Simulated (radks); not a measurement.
# N⁺ in [He] 2s2 2p2: an all-electron calculation

The task here is to estimate one member of a computed series from the others.

Method: scalar-relativistic Kohn-Sham, LDA (Slater exchange, Perdew-Wang correlation), spin-polarised, spherical densities, finite nucleus; open shells are filled with parallel spins first. Code: radks (a radial shooting solver on a logarithmic mesh, Libxc functionals) version 1.

**Starting point**

```
element            : nitrogen (Z = 7)
charge             : +1
electrons          : 6
configuration      : [He] 2s2 2p2
nuclear rms radius : 2.5582 fm
```

Outer shells as boxes (Hund's rule):

N⁺
```
[He] core
2s [↑↓]
2p [↑ ][↑ ][  ]
```

The first run:

The run's settings:

```text
Z 7
configuration [He] 2s2 2p2
relativity scalar-relativistic
functional lda,pw
spin polarised
nucleus finite rms 2.5582 fm
c 137.035999084
```

Among the steps run: Self-consistent calculation.

One of the session's tables, all rows but one given; the rest of the session is left out.

It belongs to the step «Radial structure». From the orbitals of this run (lengths in bohr):

```
  level     <r>  outermost maximum (interpolated)  90 % within
  1s up  0.2315                             0.149        0.415
1s down       ?                                 ?            ?
  2s up   1.239                             0.986         1.96
2s down   1.278                              1.00         2.03
  2p up   1.248                             0.900         2.10
2p down   1.328                             0.934         2.26
```

Estimate the missing values for 1s down.

**Answer.** <r>: 0.2307; outermost maximum (interpolated): 0.149; 90 % within: 0.413. In the column «<r>» it is the lowest.

Caveats from the session: Open shells are spherical and high-spin; term and fine-structure splittings are not resolved.
